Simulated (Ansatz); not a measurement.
# H3NO2Si: the cost of one run

Method: PBE0-D4/def2-TZVP structures, single points in def2-TZVPP, no counterpoise correction; program: Ansatz 0.2.0, Gaussian basis.

Levels: SPW92, PBE-D4, BLYP-D4, r2SCAN-D4, B97M-V, PBE0-D4, B3LYP-D4, r2SCAN0-D4, BHLYP-D4, CAM-B3LYP-D4, wB97X-V, wB97M-V, B2PLYP, PBE-QIDH, RPA on PBE, Hartree-Fock, MP2, CCSD, CCSD(T).

Cores are frozen in the correlated methods. B3LYP uses VWN-RPA correlation. B2PLYP carries no dispersion term here.

94 further runs of the same task are left out: 94 set aside as unsound or not needed.

## 1. Starting geometry

The complex: 9 atoms, charge 0, spin multiplicity 1.

Atoms are counted from 1 here; the program's logs count them from 0.

Bond lengths: Si1–N3 1.655 Å, Si1–O5 1.612 Å, Si1–O6 1.526 Å, F2–H9 0.965 Å, N3–H4 1.010 Å, N3–H7 1.004 Å, O5–H8 0.961 Å. Angles: N3–Si1–O5 109.4°, N3–Si1–O6 124.9°, O5–Si1–O6 125.7°, Si1–N3–H4 118.3°, Si1–N3–H7 125.6°, H4–N3–H7 116.1°, Si1–O5–H8 116.6°.

As a file:

```
Si   -0.5375    0.2204    0.2071
F     1.7066   -1.9231    0.4451
N     0.6062    0.5408   -0.9451
H     1.4102   -0.0677   -1.0035
O    -1.7156    1.3156    0.1093
O    -0.4760   -0.9348    1.2020
H     0.5759    1.2978   -1.6046
H    -2.4385    1.2260    0.7356
H     0.8687   -1.6748    0.8539
```

Its parts: H3NO2Si holds atoms 1, 3, 4, 5, 6, 7, 8; HF holds atoms 2, 9. Each part counts its atoms afresh in its own runs.

## 2. Relaxing H3NO2Si alone

File relax-a/in.yaml:

```yaml
crystal:
  periodic: [false, false, false]
  atoms:
    - {symbol: Si, position_ang: [-0.537455, 0.220354, 0.207129]}
    - {symbol: N, position_ang: [0.606175, 0.540783, -0.945071]}
    - {symbol: H, position_ang: [1.410215, -0.067708, -1.003521]}
    - {symbol: O, position_ang: [-1.715617, 1.315598, 0.109342]}
    - {symbol: O, position_ang: [-0.476039, -0.934789, 1.202003]}
    - {symbol: H, position_ang: [0.575939, 1.297782, -1.604645]}
    - {symbol: H, position_ang: [-2.438467, 1.225951, 0.735646]}
basis:
  gaussian: {orbitals: def2-TZVP}
hamiltonian: {xc: pbe0, dispersion: d4}
relax: {f_tol: 0.005, max_steps: 200}
```

Run with:

```
> ansatz run in.yaml --threads 4 --pin off --events-out ev --progress --plain --max-ram 9574MiB
```

**Question.** How long does this run take on 4 threads of Intel Xeon at 2.50GHz, shared host?

About 17 s.
